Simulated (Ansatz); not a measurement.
# C2H7ClGeS: ionisation energy by level of theory

One table from this session's results is given with a row withheld; the runs are named, their logs left out.

Program: Ansatz 0.2.0, Gaussian basis. Level of theory: unrestricted cation, the program's frozen cores in correlated methods. These are calculated values, not measurements.

The runs, in order: UKS PBE-D4/def2-TZVPP; UKS r2SCAN-D4/def2-TZVPP; UKS PBE0-D4/def2-TZVPP; UKS B3LYP-D4/def2-TZVPP; UKS wB97X-V/def2-TZVPP; UKS wB97M-V/def2-TZVPP; UKS B2PLYP/def2-TZVPP; UHF-CCSD(T)/def2-TZVPP; UHF-MP2/def2-QZVPP; extrapolation to the limit; then −ε(HOMO) from the neutral's earlier runs with LDA (SPW92), PBE-D4, revPBE-D4, BLYP-D4, r2SCAN-D4, B97M-V, PBE0-D4, B3LYP-D4, r2SCANh-D4, r2SCAN0-D4, HSE06-D4, BHLYP-D4, CAM-B3LYP-D4, LC-ωPBE, ωB97X-V, ωB97M-V.

### The geometry

All runs share one geometry, relaxed beforehand with PBE0-D4 in a triple-zeta def2 set.

SMILES `C[S][GeH]([CH3])[Cl]`, 12 atoms, charge 0, spin multiplicity 1.

Atoms are counted from 1 here; the program's logs count them from 0.

Bond lengths: C1–S2 1.816 Å, C1–H6 1.090 Å, C1–H7 1.090 Å, C1–H8 1.091 Å, S2–Ge3 2.211 Å, Ge3–C4 1.941 Å, Ge3–Cl5 2.156 Å, Ge3–H9 1.541 Å, C4–H10 1.090 Å, C4–H11 1.091 Å, C4–H12 1.091 Å. Angles: S2–C1–H6 106.3°, S2–C1–H7 111.9°, S2–C1–H8 111.4°, H6–C1–H7 108.5°, H6–C1–H8 108.5°, H7–C1–H8 110.0°, C1–S2–Ge3 98.0°, S2–Ge3–C4 113.3°, S2–Ge3–Cl5 105.4°, S2–Ge3–H9 109.4°, C4–Ge3–Cl5 107.7°, C4–Ge3–H9 112.9°, Cl5–Ge3–H9 107.7°, Ge3–C4–H10 109.2°, Ge3–C4–H11 109.8°, Ge3–C4–H12 109.9°, H10–C4–H11 109.5°, H10–C4–H12 109.2° and more.

The first run:

The input, in.yaml:

```yaml
crystal:
  periodic: [false, false, false]
  atoms:
    - {symbol: C, position_ang: [-1.871107, 0.519878, 0.923957]}
    - {symbol: S, position_ang: [-0.718649, 1.662609, 0.108823]}
    - {symbol: Ge, position_ang: [1.067861, 0.360784, 0.124889]}
    - {symbol: C, position_ang: [0.999117, -1.051173, -1.204745]}
    - {symbol: Cl, position_ang: [2.721962, 1.650231, -0.375154]}
    - {symbol: H, position_ang: [-2.801803, 1.069934, 1.062503]}
    - {symbol: H, position_ang: [-2.076502, -0.357102, 0.309796]}
    - {symbol: H, position_ang: [-1.501834, 0.212484, 1.903138]}
    - {symbol: H, position_ang: [1.302665, -0.170794, 1.552490]}
    - {symbol: H, position_ang: [0.881160, -0.607710, -2.193088]}
    - {symbol: H, position_ang: [1.921000, -1.633318, -1.174631]}
    - {symbol: H, position_ang: [0.153028, -1.710822, -1.003976]}
basis:
  gaussian: {orbitals: def2-TZVPP}
total_charge: 1
magnetization: {spin_polarized: true, initial_magnetization: 1}
hamiltonian: {xc: pbe, dispersion: d4}
```

Among the steps run: Cation, UKS PBE-D4/def2-TZVPP; Cation, UKS r2SCAN-D4/def2-TZVPP; Cation, UKS PBE0-D4/def2-TZVPP; Cation, UKS B3LYP-D4/def2-TZVPP; Cation, UKS wB97X-V/def2-TZVPP; Cation, UKS wB97M-V/def2-TZVPP; Cation, UKS B2PLYP (frozen core)/def2-TZVPP; Cation, UHF-CCSD(T)/def2-TZVPP; Cation, UHF-MP2/def2-QZVPP.

One of the session's tables, all rows but one given; the rest of the session is left out.

It belongs to the step «Ionisation energies side by side». For comparison, −ε(HOMO) of the neutral from earlier runs:

| functional | −ε(HOMO) (eV) |
| --- | --- |
| LDA (SPW92) | 5.82 |
| PBE-D4 | 5.72 |
| revPBE-D4 | 5.68 |
| BLYP-D4 | 5.57 |
| r2SCAN-D4 | 5.99 |
| B97M-V | 6.10 |
| PBE0-D4 | 6.95 |
| B3LYP-D4 | 6.72 |
| r2SCANh-D4 | ? |
| r2SCAN0-D4 | 7.12 |
| HSE06-D4 | 6.55 |
| BHLYP-D4 | 8.05 |
| CAM-B3LYP-D4 | 8.28 |
| LC-ωPBE | 9.67 |
| ωB97X-V | 9.32 |
| ωB97M-V | 9.15 |

Q: Estimate the row for r2SCANh-D4 from the others.

Worked estimate for «−ε(HOMO) (eV)». Against the share of exact exchange, r2SCAN-D4 (0, 5.99), r2SCAN0-D4 (0.25, 7.12) give a slope of 4.52 per unit share; at 0.1 the line stands at 6.44.

As computed: −ε(HOMO) (eV): 6.44. In «−ε(HOMO) (eV)» the line misses by 0.00.
